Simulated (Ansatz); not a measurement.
# SnHClOF2 (SMILES [OH][Sn]([F])([F])[Cl]) at RPA@PBE/def2-SVP (core potential)

What is the energy change on altering one bond length of SnHClOF2 at RPA@PBE/def2-SVP (core potential)? 

Program for the calculation: Ansatz 0.2.0.

119 further runs of the same task are left out: 1 that didn't finish, 118 set aside as unsound or not needed. Runs told in other sessions of the task aren't counted.

**1. The structure to begin with**

The species is SnHClOF2 (6 atoms), meant as a singlet with charge 0. As SMILES, `[OH][Sn]([F])([F])[Cl]`. Geometry: relaxed at PBE0-D4/def2-TZVP. This is one conformer, not always the lowest.

Bond lengths: O1–Sn2 1.922 Å, Sn2–F3 1.884 Å, Sn2–F4 1.892 Å, Sn2–Cl5 2.279 Å, O1–H6 0.962 Å. Angles: O1–Sn2–F3 106.5°, O1–Sn2–F4 110.4°, O1–Sn2–Cl5 114.9°, F3–Sn2–F4 106.2°, F3–Sn2–Cl5 110.3°, F4–Sn2–Cl5 108.2°, Sn2–O1–H6 113.6°.

**2. The energy at RPA@PBE/def2-SVP (core potential)**

Contents of job.yaml:

```yaml
crystal:
  periodic: [false, false, false]
  atoms:
    - {symbol: O, position_ang: [-0.464000, 0.283900, 1.476300]}
    - {symbol: Sn, position_ang: [0.252400, -0.175700, -0.247500]}
    - {symbol: F, position_ang: [1.982500, -0.856500, 0.056700]}
    - {symbol: F, position_ang: [-0.743300, -1.587100, -1.019700]}
    - {symbol: Cl, position_ang: [0.329400, 1.540600, -1.744400]}
    - {symbol: H, position_ang: [-1.315000, 0.730600, 1.432500]}
basis:
  gaussian:
    orbitals: def2-SVP
hamiltonian:
  xc: {name: PBE}
correlation:
  method: rpa
  frozen_orbitals: {Cl: 5, F: 1, H: 0, O: 1, Sn: 4}
accuracy: high
```

On the command line:

```bash
$ ansatz run job.yaml --threads 1 --pin off --max-ram 3480MiB --events-out events.jsonl --progress --plain --runs-dir runs
```

Log:

```text
Warning: RAYON_NUM_THREADS=1 ignored (pool sized by the plan → 1); use --threads N
Functional definition: PBE
  name "PBE"
  parameter kappa = 0.804
  parameter beta = 0.06672455060314922
  exchange = pbe_x(kappa = kappa, mu = beta*pi^2/3)
  correlation = pbe_c(beta = beta)
1947 factors; integrals over basis functions are off by at most 3.3e-9 eV
mean field evaluation 1: about -25821.6672 eV, gradient 7.4e1 eV
mean field evaluation 2: about -25821.6678 eV, gradient 7.4e1 eV
mean field evaluation 4: about -25829.2941 eV, gradient 3.0e1 eV
mean field evaluation 8: about -25831.3765 eV, gradient 6.9e-1 eV
mean field evaluation 16: about -25831.3738 eV, gradient 3.5e-4 eV
mean field -25831.37384479 eV, -949.2854796618 hartree, gradient 1.8e-8 eV, S^2 0.000000; 0 other end points of the search recorded, 0 dependent functions left out
12 core orbitals not correlated: weight in the atoms' cores, before any rotation towards them, 1.000 or more for the frozen orbitals, at most 0.000 for the correlated occupied ones
reference -25764.57464803 eV, -946.8306544591 hartree; 21, 21 occupied and 58, 58 virtual orbitals, 1947 factors
Total energy: -25797.18581400 eV, -948.0290927041 hartree
```

It took 16 s on 1 thread of Arm Neoverse V2, shared host; peak memory 0.4 GiB.

**3. The distorted shape at the same level**

Contents of molecule.yaml:

```yaml
basis:
  gaussian: {orbitals: def2-SVP}
crystal:
  periodic: [false, false, false]
  atoms:
    - symbol: O
      position_ang: [0.216798, -0.073459, 1.511340]
    - symbol: Sn
      position_ang: [0.933198, -0.533059, -0.212460]
    - symbol: F
      position_ang: [2.663298, -1.213859, 0.091740]
    - symbol: F
      position_ang: [-0.062502, -1.944459, -0.984660]
    - symbol: Cl
      position_ang: [1.010198, 1.183241, -1.709360]
    - symbol: H
      position_ang: [-1.315000, 0.730600, 1.432500]
hamiltonian: {xc: {name: PBE}}
correlation: {method: rpa, frozen_orbitals: {Cl: 5, F: 1, H: 0, O: 1, Sn: 4}}
accuracy: high
```

On the command line:

```bash
$ ansatz run molecule.yaml --threads 1 --pin off --max-ram 3480MiB --events-out events.jsonl --progress --plain --runs-dir runs
```

Log (excerpt; [...] marks lines left out):

```text
Warning: RAYON_NUM_THREADS=1 ignored (pool sized by the plan → 1); use --threads N
[... 2 set-up lines as earlier in the session ...]
[...]
1949 factors; integrals over basis functions are off by at most 3.1e-9 eV
[...]
mean field -25827.82884331 eV, -949.1552032605 hartree, gradient 6.4e-8 eV, S^2 0.000000; 0 other end points of the search recorded, 0 dependent functions left out
12 core orbitals not correlated: weight in the atoms' cores, before any rotation towards them, 1.000 or more for the frozen orbitals, at most 0.000 for the correlated occupied ones
reference -25759.52836442 eV, -946.6452069570 hartree; 21, 21 occupied and 58, 58 virtual orbitals, 1949 factors
Total energy: -25793.62524264 eV, -947.8982441197 hartree
```

Wall time 17 s (1 thread of Arm Neoverse V2, shared host); peak memory 0.41 GiB.

**4. What came out**

At RPA@PBE/def2-SVP (core potential), 12 core orbitals frozen:

| quantity | value |
| --- | --- |
| first shape: total energy | -948.02909 Eh |
| first shape: RPA correlation energy (valence) | -1198.4 mEh |
| distorted shape: total energy | -947.89824 Eh |
| distorted shape: RPA correlation energy (valence) | -1253.0 mEh |
| energy change with the O1–H6 bond stretched from 0.962 to 1.732 Å | 3.561 eV |

With the O1–H6 bond stretched from 0.962 to 1.732 Å the energy rises by 3.56 eV (344 kJ/mol). The first shape isn't relaxed at this level, so the change isn't measured from a minimum. A restricted reference can't describe the breaking bond well at this length.
